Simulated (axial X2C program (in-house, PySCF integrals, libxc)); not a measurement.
# A two-component session on PbSi: properties at the nuclei

Wanted for PbSi: properties at the nuclei, at the two-component level.

Program: an in-house X2C program for linear molecules on PySCF integrals. Level of theory: two-component X2C with atomic mean-field terms, Pb dyall-cv3z, Si dyall-v3z. These are calculated values, not measurements.

**1. Input**

task.json reads:

```json
{
 "zs": [
  82,
  14
 ],
 "q": 0,
 "bas": [
  "dyall-cv3z",
  "dyall-v3z"
 ],
 "r0": 2.6,
 "levels": [
  "PBE0",
  "HF",
  "BHandHLYP",
  "B3LYP",
  "LDA"
 ],
 "nst": 3
}
```

Keys: zs atomic numbers; q charge; bas basis sets; r0 starting distance in Å; levels methods (HF also brings MP2); nst determinants followed.

Launch:

```console
$ python soeom.py task.json out
```

Further steps of the session: Expectation values, lowest determinant; Expectation values, a higher determinant; Expectation values, a higher determinant.

What does the calculation give? Wanted: lowest determinant; Eeff magnitude; Ws magnitude Pb; A∥/gI Pb; qzz Pb; higher determinant (for each run or level that gives them).

As calculated:

```
                                        quantity                                            value
                              lowest determinant  Ω = 1 (excess of +ω over −ω: ω = -1/2, ω = 3/2)
                    Eeff magnitude (GV/cm), PBE0                                             11.7
                     Ws magnitude Pb (kHz), PBE0                                             15.3
                            A∥/gI Pb (MHz), PBE0                                             -210
                             qzz Pb (a.u.), PBE0                                           -12.19
                              higher determinant   Ω = 2 (excess of +ω over −ω: ω = 1/2, ω = 3/2)
Eeff magnitude (GV/cm), PBE0, higher determinant                                             14.4
 Ws magnitude Pb (kHz), PBE0, higher determinant                                              9.5
        A∥/gI Pb (MHz), PBE0, higher determinant                                              406
         qzz Pb (a.u.), PBE0, higher determinant                                            -3.25
                              higher determinant                             Ω = 0 (closed shell)
         qzz Pb (a.u.), PBE0, higher determinant                                           -13.15
         qzz Si (a.u.), PBE0, higher determinant                                            -1.56
                 μ (D), PBE0, higher determinant                                            -1.04
```

In the first state, the effective field runs from 6.62 to 59.4 GV/cm over the mean-field levels, so the levels don't agree on it. The expectation values come from single determinants, which for open shells can mix terms of unlike spin or miss the lowest Ω, so a determinant need not be a state. Eeff is the effective electric field on the electron dipole moment in this Ω state and Ws the scalar–pseudoscalar constant (defined with the proton number Z and per Ω); A∥ is the parallel hyperfine constant, which follows by multiplying with the nuclear g factor gI = μI/(I μN); qzz is the electric field gradient, eQq0 = 234.96 MHz × Q/barn × qzz; μ is positive if Si is the positive end. The operators were transformed with the bare-nucleus X2C matrices.
